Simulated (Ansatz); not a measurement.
# C2H4FNSi: the cost of one run

All numbers below are computed with Ansatz 0.2.0 (UKS r2SCAN/6-31G).

## 1. Starting point

Bond lengths: C1–Si2 1.818 Å, Si2–N3 1.938 Å, Si2–C4 1.772 Å, N3–C4 1.275 Å, C4–F5 1.257 Å, C1–H6 1.113 Å, C1–H7 1.128 Å, C1–H8 1.030 Å, Si2–H9 1.529 Å. Angles (14 of 16 angles, heavy atoms first): C1–Si2–N3 98.4°, C1–Si2–C4 120.4°, N3–Si2–C4 39.9°, Si2–N3–C4 63.0°, Si2–C4–N3 77.1°, Si2–C4–F5 147.6°, N3–C4–F5 134.8°, C1–Si2–H9 112.9°, N3–Si2–H9 104.4°, C4–Si2–H9 117.1°, Si2–C1–H6 111.3°, Si2–C1–H7 108.5°, Si2–C1–H8 113.8°, H6–C1–H7 102.8°.

Coordinates:

```xyz
9

C    -1.2269   -0.4751   -0.2361
Si    0.0998    0.5180    0.5113
N     1.5982   -0.6260    0.0641
C     1.6955    0.6047   -0.2535
F     2.5259    1.2895   -0.9037
H    -1.2555   -0.3454   -1.3414
H    -2.2196   -0.0502    0.0912
H    -1.1883   -1.4738    0.0110
H     0.0595    0.5120    2.0399
```

## 2. Preparing the start

Input file input.yaml:

```yaml
crystal:
  periodic: [false, false, false]
  atoms:
    - { symbol: C, position_ang: [-1.2269, -0.4751, -0.2361] }
    - { symbol: Si, position_ang: [0.0998, 0.518, 0.5113] }
    - { symbol: "N", position_ang: [1.5982, -0.626, 0.0641] }
    - { symbol: C, position_ang: [1.6955, 0.6047, -0.2535] }
    - { symbol: F, position_ang: [2.5259, 1.2895, -0.9037] }
    - { symbol: H, position_ang: [-1.2555, -0.3454, -1.3414] }
    - { symbol: H, position_ang: [-2.2196, -0.0502, 0.0912] }
    - { symbol: H, position_ang: [-1.1883, -1.4738, 0.011] }
    - { symbol: H, position_ang: [0.0595, 0.512, 2.0399] }
magnetization:
  spin_polarized: true
basis:
  gaussian: { orbitals: "6-31G" }
hamiltonian:
  xc: r2scan
relax:
  f_tol: 0.02
  max_steps: 40
```

Launch:

```sh
ansatz run input.yaml --threads 1 --pin off --max-ram 2048MiB --backend cpu --events-out ev --progress --plain --runs-dir out
```

Q: Estimate wall time and peak memory on 1 thread of an Arm CPU, shared host.

About 3.2 min, with a peak of 0.22 GiB.
